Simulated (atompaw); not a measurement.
# A PAW (atompaw) potential for gadolinium, from input to tests

Task: generate the file, and judge it by its logarithmic derivatives, its ghosts and its cutoff.

Method: atompaw 4.2.0.5, PBEsol, scalar-relativistic.

### Step 1. Settings

Typed settings, in words:

* element: gadolinium (Gd, Z = 64)
* type: PAW
* frozen core: [Kr] 4d10 4f7
* valence charge: 11
* reference configuration: 5s2 5p6 5d1 6s2 6p0
* partial waves: 5s (bound): rc 1.50 bohr; 6s (bound): rc 2.10 bohr; 5p (bound): rc 2.10 bohr; 6p (bound, empty): rc 3.00 bohr; 5d (bound): rc 3.00 bohr; 5d channel at 0.75 Ry: rc 3.00 bohr
* local potential: bessel scheme, radius 3.00 bohr
* core correction: smooth core density matched at 2.70 bohr
* augmentation charge: besselshape compensation charge, radius 2.60 bohr; PAW radius 3.00 bohr; waves and projectors: custom rrkj gramschmidtortho

The nodes and maxima of the atom's own shells, from an earlier all-electron run, set the scale for the radii.

All-electron outer shells of the reference configuration (PBEsol, scalar-relativistic, ld1.x):

```
shell  level (eV)  outermost node (bohr)  outermost maximum (bohr)
   4d     -147.59                   0.27                      0.56
   5s      -49.77                   0.65                      1.20
   5p      -27.28                   0.70                      1.35
   4f       -8.73                      –                      0.56
   6s       -4.15                   1.60                      3.37
   5d       -2.56                   0.79                      1.97
   6p       -1.31                   1.92                      4.55
```

### Step 2. Generating the potential

Input file Gd.input:

```
Gd 64
GGA-PBESOL scalarrelativistic loggrid 2001 logderivrange -6 5 276
6 6 5 4 0 0
6 1 0
5 2 1
4 3 7
0 0 0
c
c
c
c
v
v
c
c
c
v
v
c
c
v
c
2
3.00 2.60 3.00 2.70
n
n
y
0.75
n
custom rrkj gramschmidtortho besselshape
bessel
1.50
2.10
2.10
3.00
3.00
3.00
PWSCFOUT
UPFDX 0.0125d0 UPFXMIN -7.d0 UPFZMESH 64.d0
END
```

On the command line:

```
$ atompaw < Gd.input > Gd.log
```

Before running it: what results should come out? Wanted: cutoffs for 10 and 1 mRy, occupied levels; bound ghosts; largest phase difference near zero energy, channels read; lowest eigenvalue of the overlap; share of valence orbitals outside the PAW sphere; UPF file.

The runs gave:

| quantity | value |
| --- | --- |
| cutoffs for 10 and 1 mRy, occupied levels | 18 Ry and 35 Ry |
| bound ghosts | none found |
| largest phase difference near zero energy, channels read | 0.023 rad |
| lowest eigenvalue of the overlap (Bessel basis) | 0.198 (s) |
| share of valence orbitals outside the PAW sphere | 5s 0 %, 6s 75 %, 5p 2 %, 6p 93 %, 5d 37 % |
| UPF file | written |

In words: It counts as soft on the atom at that tolerance, with 18 Ry needed at the looser tolerance. The slowest occupied level is 5s: taken alone it needs 25 Ry to come within 1 mRy, against 18 Ry for 6s. No bound ghost shows below the valence levels. Near zero energy the phases of the channels with partial waves agree within 0.023 rad. Note that the frozen 4f shell (-9 eV) lies higher than the valence 5s shell (-50 eV).
